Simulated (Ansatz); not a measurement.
Working through a scan of one input key of GeBi₃, space group Fm-3m

Computed with Ansatz 0.2.0, Python API.

Notebook, run cell by cell (the value of a cell's last expression is shown):

```python
from dataclasses import dataclass

import ansatz as az
import pandas as pd
```

```python
@dataclass
class RunConfig:
    functional: str = "r2SCAN"
    kmesh: tuple[int, ...] = (6, 6, 6)
```

```python
settings = RunConfig()
```

```python
gebi3 = (
    az.Lattice.of((0.0, 3.86682, 3.86682), (3.86682, 0.0, 3.86682), (3.86682, 3.86682, 0.0))
    .atom("Ge", (0.0, 0.0, 0.0))
    .atom("Bi", (0.25, 0.25, 0.25))
    .atom("Bi", (0.75, 0.75, 0.75))
    .atom("Bi", (0.5, 0.5, 0.5))
)
```

```python
model = gebi3.calculation()
model = model.functional(settings.functional)
model = model.kpoints(mesh=settings.kmesh)
model = model.occupations(az.OccupationsMethod.FERMI_DIRAC, width=100 * az.meV)
model = model.band_table()
typed = model.input()
rows = []
for value in [4, 6, 9]:
    edited = typed.set(az.key.basis.ecutrho_ratio, value)
    data = az.Session.from_dict(edited).plan().execute().report
    rows.append((value, data["free_energy_ev"], data["n_iterations"], len(data["eigenvalues_ev"][0]) if "eigenvalues_ev" in data else 0))
print(pd.DataFrame(rows, columns=["density ratio", "F eV", "iterations", "bands listed"]).round(4).to_string(index=False))
```

    DeckWarning: basis.ecutwfc = 500 eV, auto-derived from the records' recommended cutoffs: set by Ge (their level for a meta-GGA)
     density ratio        F eV  iterations  bands listed
                 4 -41534.4072           7            36
                 6 -41534.4072           7            36
                 9 -41534.4071           7            36

Caveats:
- Total energies depend on the potentials; only differences at equal settings carry meaning. A total without «per atom» is that of the whole cell that was run.
- For a metal this k-point mesh is coarse: on a finer one energies can move by several to tens of meV an atom and pressures by half a GPa or more, differences at one mesh by less.
- Spin-orbit coupling, which matters for elements this heavy, is left out.
- The structure comes from a database of computed cells and needn't be a stable or known phase.
- Warnings are shown shortened and without file and line.
- Finished in 34 s on 1 thread of Arm Neoverse V1 (shared host), peak memory 1.2 GiB.
